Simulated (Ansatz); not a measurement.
# Ytterbium, bcc under r²SCAN: structure, energy and stiffness

The plan for ytterbium in the bcc structure: relax it, solve it on a dense k-mesh, switch on spin-orbit coupling, then scale the cell to 7 volumes from 88 to 112 % of the relaxed one and try a fit of the equation of state. The k-meshes are 10×10×10 for the relaxation; 18×18×18 for the dense run; 11×11×11 for spin-orbit coupling; 12×12×12 for the volumes.

Program: Ansatz 0.2.0. Level of theory: DFT r2SCAN, plane waves (500 eV) with PAW, scalar-relativistic; the PAW data stem from PBE, with regenerated cores. These are calculated values, not measurements.

### 1 The starting structure

The structure is cubic, space group Im-3m (No. 229). Conventional cell: a = 4.354 Å, b = 4.354 Å, c = 4.354 Å, α = 90.00°, β = 90.00°, γ = 90.00°. Around Yb (site symmetry m-3m) lie 8 Yb at 3.77 Å.

Coordinates:

```
CELL_PARAMETERS angstrom
-2.17720 2.17720 2.17720
2.17720 -2.17720 2.17720
2.17720 2.17720 -2.17720
ATOMIC_POSITIONS crystal
Yb 0.00000 0.00000 0.00000
```

### 2 Relaxation of the cell

File input.yaml:

```yaml
crystal:
  lattice:
    - [-2.1771999128, 2.1771999128, 2.1771999128]
    - [2.1771999128, -2.1771999128, 2.1771999128]
    - [2.1771999128, 2.1771999128, -2.1771999128]
  atoms:
    - { symbol: Yb, position: [0.0, 0.0, 0.0] }
hamiltonian:
  xc: r2scan
  pseudopotentials:
    kind: paw
    azcp:
      Yb: "pseudopotentials/Yb.paw.azcp"
basis:
  ecutwfc: 500
  fft_grid_basis: typed
kpoints:
  mp_grid: { grid: [10, 10, 10], shift: [0, 0, 0] }
magnetization:
  spin_polarized: false
scf:
  occupations: { method: fermi_dirac, width: 0.1 }
relax:
  max_steps: 60
  f_tol: 0.01
  cell: {}
```

Started as:

```console
$ ansatz run input.yaml --threads 1 --pin off --max-ram 3584MiB --backend cpu --events-out ev --progress --plain --runs-dir out
```

The runs that follow: Single point on a dense mesh; A two-component run at the same geometry; Equation of state: 88 %; Equation of state: 92 %; Equation of state: 96 %; Equation of state: 100 %; Equation of state: 104 %; Equation of state: 108 %; Equation of state: 112 %.

**Question.** What will these runs give? Wanted: space group; conventional cell; volume; shortest distance; gap on the mesh; relative to fcc; highest ELF outside the cores; V₀, B₀, B₀′.

As calculated:

| quantity | value |
| --- | --- |
| space group (spins left aside) | Im-3m (No. 229) |
| conventional cell | a = 4.077 Å |
| volume | 33.892 Å³/atom |
| shortest distance | 3.531 Å |
| gap on the mesh | none (levels filled in part) |
| relative to fcc | -16 meV/atom |
| highest ELF outside the cores | 0.57, 2.28 Å from the nearest atom |
| V₀, B₀, B₀′ | 33.592 Å³/atom, 22 GPa, 3.8 |

What this shows: The relaxation shrank the cell by 17.9 % in volume. Against the reference form of ytterbium (fcc, computed apart with the same settings) it stands 16 meV/atom lower, so this level prefers it, against what is seen in nature. Levels at the Fermi energy are filled in part, as in a metal. The total energy of the spin-orbit run lies +23.9 eV/atom from the scalar one, but the two kinds of run don't share a zero of energy: only differences within one kind count. B₀ comes out at 22 GPa. Relaxation kept the symmetry; phonons were not checked.
